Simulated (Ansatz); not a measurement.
# S (fcc type): how the settings move a single-point run

How sensitive is a single-point run of S (fcc type) to its settings? A reference run comes first, then one run with altered input.

Computed with Ansatz 0.2.0 (reference: DFT, PBEsol, PAW with Ansatz's default frozen-core files, scalar-relativistic, unless a step's input says otherwise).

1 further run of the same task is left out (it didn't finish). Runs told in other sessions of the task aren't counted.

## (1) The system as given

The structure is cubic, space group Fm-3m (No. 225). The conventional cell has a = 3.909 Å, b = 3.909 Å, c = 3.909 Å, α = 90.00°, β = 90.00°, γ = 90.00°. Around S (site symmetry m-3m) lie 12 S at 2.76 Å.

Structure file:

```
CELL_PARAMETERS angstrom
0.00000 1.95453 1.95453
1.95453 0.00000 1.95453
1.95453 1.95453 0.00000
ATOMIC_POSITIONS crystal
S 0.00000 0.00000 0.00000
```

## (2) Reference

The input, input.yaml:

```yaml
crystal:
  lattice:
    - [0.0, 1.954534363, 1.954534363]
    - [1.954534363, 0.0, 1.954534363]
    - [1.954534363, 1.954534363, 0.0]
  atoms:
    - { symbol: S, position: [0.0, 0.0, 0.0] }
kpoints:
  mp_grid: { grid: [18, 18, 18] }
  band_path:
    path:
      - [0.0, 0.0, 0.0]
      - [0.5, 0.0, 0.5]
      - [0.625, 0.25, 0.625]
      - [0.375, 0.375, 0.75]
      - [0.0, 0.0, 0.0]
      - [0.5, 0.5, 0.5]
      - [0.5, 0.25, 0.75]
      - [0.5, 0.0, 0.5]
    npoints: 8
scf:
  occupations: { method: fermi_dirac, width: 0.08 }
hamiltonian:
  xc: pbesol
  pseudopotentials: { kind: paw }
output:
  forces: true
  stress: true
  eigenvalues: true
  populations: true
  dos: { projected: true, de: 0.2, e_range: [-14, 8] }
```

Launch:

```
> ansatz run input.yaml --threads 1 --pin off --max-ram 2048MiB --backend cpu --events-out ev --progress --plain --runs-dir out
```

## (3) Changed: symmetry.detect false, dr2_threshold 1.0e-09

input.yaml, as its differences from that of step 2:

```diff
@@ -7,2 +7,3 @@
     - { symbol: S, position: [0.0, 0.0, 0.0] }
+  symmetry: { detect: false }
 kpoints:
@@ -22,2 +23,3 @@
   occupations: { method: fermi_dirac, width: 0.08 }
+  convergence: { dr2_threshold: 1.0e-09 }
 hamiltonian:
@@ -30,2 +32 @@
   populations: true
-  dos: { projected: true, de: 0.2, e_range: [-14, 8] }
```

Before running it: what results should come out? Wanted: for each run, ending; energy change; pressure; gap; force.

**Answer**, as computed:

```csv
run,ending,energy change,pressure (GPa),gap (eV),force (eV/Å),cycles,time
reference,converged,0,0.0,0.00,0.00,6,2.4 s
"1: symmetry.detect false, dr2_threshold 1.0e-09",converged,0.0 meV/atom,0.0,0.00,0.00,6,53 s
```

Times don't compare one to one where runs were asked for different outputs or read a saved state (see the inputs); cycles may leave out searches for a lower state.

Residual by cycle in the longest SCF loop of each run; runs are numbered as in the table. The quantity is the density residual dr2, in eV.

```csv
cycle,reference,run 1
1,0.00393,0.00393
2,5.7e-4,5.7e-4
3,6.4e-6,6.4e-6
4,1.0e-6,9.3e-7
5,2.6e-8,2.1e-8
6,2.1e-10,1.5e-10
```

What this shows: Energy and cycle count are those of the reference, so the change (use of symmetry and convergence setting) left the result and the number of cycles as they were. Semilocal functionals close small gaps, so the missing gap need not be the real solid's.
